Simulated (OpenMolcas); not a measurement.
**Fe²⁺ among point charges: CASSCF and CASPT2 levels and susceptibility**

How does a field of 6 point charges split the states of Fe²⁺, and what χT follows?

Method: state-averaged CASSCF and CASPT2, spin-orbit coupling by RASSI with atomic mean-field integrals. Code: OpenMolcas 26.06.

### Step 1. Starting point

| Item | Value |
| --- | --- |
| Species | Fe²⁺ (iron, Z = 26, 24 electrons) |
| Basis | ANO-RCC-VDZP [5s4p2d1f], 34 functions |
| Scalar Hamiltonian | DKH2, point nucleus |
| Inactive shells | 1s 2s 2p 3s 3p |
| Active space | 6 electrons in 5 orbitals (3d) |
| Some configurations of this space | 3d6 |
| Orbitals | optimised for each spin and parity, averaged over all roots |

The outer shells:

3d6
```
3d [↑↓][↑ ][↑ ][↑ ][↑ ]
```

The ion sits among 6 point charges of -1 e arranged as a tetragonal octahedron (D4h), 2.05 Å from the ion, with the axial distance 2.071 Å.

The work runs as a chain of OpenMolcas steps in one folder; each step below is one input file. Labels, J, g values, rates, χT and fits are worked out afterwards by a script from the matrices that RASSI stores. The input lists half of the charges; inversion (Group=XYZ) makes the rest.

### Step 2. GATEWAY and SEWARD: basis and integrals

Contents of a.inp:

```
&GATEWAY
Coord
1

Fe 0.0 0.0 0.0
Basis=ANO-RCC-VDZP
Group=XYZ
NoMove
AngMom=0.0 0.0 0.0
AMFI
XField
3 Angstrom 0
2.050000 0.000000 0.000000 -1.000000
0.000000 2.050000 0.000000 -1.000000
0.000000 0.000000 2.070500 -1.000000
&SEWARD
```

Command:

```bash
$ OMP_NUM_THREADS=1 MOLCAS_MEM=1689 MOLCAS_PROJECT=a pymolcas a.inp > a.log
```

### Step 3. Reference wave functions, quintets of even parity, 5 roots

Contents of a.inp:

```
&RASSCF
FileOrb=start.orb
Symmetry=1
Spin=5
nActEl=6 0 0
Inactive=3 6
Ras2=5 0
CIRoot=5 5 1
SDav=5
CIMx=300
Iter=120 100
PrWF=0.3
OrbListing=Nothing
MaxOrb=0
>>> COPY $Project.JobIph JOB001
```

start.orb holds the contracted functions of the basis, ordered by shell, or the orbitals of the step before.

### Step 4. CASSCF: triplets of even parity, 45 roots

Contents of a.inp:

```
&RASSCF
FileOrb=start.orb
Symmetry=1
Spin=3
nActEl=6 0 0
Inactive=3 6
Ras2=5 0
CIRoot=45 45 1
SDav=45
CIMx=300
Iter=120 100
PrWF=0.3
OrbListing=Nothing
MaxOrb=0
>>> COPY $Project.JobIph JOB002
```

### Step 5. CASSCF: singlets of even parity, 50 roots

Contents of a.inp:

```
&RASSCF
FileOrb=start.orb
Symmetry=1
Spin=1
nActEl=6 0 0
Inactive=3 6
Ras2=5 0
CIRoot=50 50 1
SDav=50
CIMx=300
Iter=120 100
PrWF=0.3
OrbListing=Nothing
MaxOrb=0
>>> COPY $Project.JobIph JOB003
```

### Step 6. State interaction with spin-orbit coupling

Contents of a.inp:

```
&RASSI
NrOfJobIphs=3 5 45 50
1 2 3 4 5
1 2 3 4 5 6 7 8 9 10 11 12 13 14 15 16 17 18 19 20 21 22 23 24 25 26 27
28 29 30 31 32 33 34 35 36 37 38 39 40 41 42 43 44 45
1 2 3 4 5 6 7 8 9 10 11 12 13 14 15 16 17 18 19 20 21 22 23 24 25 26 27
28 29 30 31 32 33 34 35 36 37 38 39 40 41 42 43 44 45 46 47 48 49 50
IphNames
JOB001
JOB002
JOB003
EJob
SpinOrbit
DIPRint=1.0
SOCoupling=1000.0
Subsets=2
Property=9
'ANGMOM' 1 'ANGMOM' 2 'ANGMOM' 3 'MLTPL  1' 1 'MLTPL  1' 2 'MLTPL  1' 3
'AMFI' 1 'AMFI' 2 'AMFI' 3
SOProperty=3
'ANGMOM' 1 'ANGMOM' 2 'ANGMOM' 3
```

### Step 7. CASPT2: IPEA 0.25, imaginary shift 0.1 (closed shells correlated: 3s 3p)

Contents of a.inp:

```
>>> COPY JOB001 $Project.JobIph
&CASPT2
Multistate=5 1 2 3 4 5
NoMult
Frozen=2 3
IPEA=0.25
Imaginary=0.1
MaxIter=60
WThr=0.0 0.3 0.05
PrWF=0.5
NoMix
>>> COPY JOB002 $Project.JobIph
&CASPT2
Multistate=45 1 2 3 4 5 6 7 8 9 10 11 12 13 14 15 16 17 18 19 20 21 22
23 24 25 26 27 28 29 30 31 32 33 34 35 36 37 38 39 40 41 42 43 44 45
NoMult
Frozen=2 3
IPEA=0.25
Imaginary=0.1
MaxIter=60
WThr=0.0 0.3 0.05
PrWF=0.5
NoMix
>>> COPY JOB003 $Project.JobIph
&CASPT2
Multistate=50 1 2 3 4 5 6 7 8 9 10 11 12 13 14 15 16 17 18 19 20 21 22
23 24 25 26 27 28 29 30 31 32 33 34 35 36 37 38 39 40 41 42 43 44 45 46
47 48 49 50
NoMult
Frozen=2 3
IPEA=0.25
Imaginary=0.1
MaxIter=60
WThr=0.0 0.3 0.05
PrWF=0.5
NoMix
```

(Steps that only read results are left out.)

Before running it: what results should come out? Wanted: spin-free ground state; first state of the same spin within the active space; lowest level; next level.

As calculated:

| quantity | value |
| --- | --- |
| method | SS-CASPT2, IPEA 0.25, imaginary shift 0.1 (closed shells correlated: 3s 3p) |
| spin-free ground state | 5E, 2-fold in its orbital part |
| first state of the same spin within the active space | 5B2 at 130 cm⁻¹ |
| lowest level | 2-fold E, g = 0.00, 0.00, 8.07 |
| next level | 9.1 cm⁻¹ |
| χT at 300 K | 4.27 cm³ K/mol |
| effective moment at 300 K | 5.85 μB |

Cost by method:

```
                                              method  time of its own steps  time with the reference
                                           A. CASSCF                   34 s                     34 s
B. SS-CASPT2, IPEA 0.25, imaginary shift 0.1, +3s 3p                  7.9 s                     42 s
```

Times are of one thread on a shared host.

**Reading.** The spin-free ground state (5E) comes to 100 % from free-ion D terms and keeps the highest spin of the shell. χT at 300 K is 4.27, against 3.01 cm³ K/mol for the spin alone, so orbital moment adds to it. An active space of the d shell alone favours high spin; real ions in strong fields can be low spin. The field of point charges can differ much from that of real complexes. With metal d orbitals alone active, the gaps between spin states are rough; where two lie within a few thousand cm-1, their order is open. This is an electrostatic model: the charges have no orbitals.
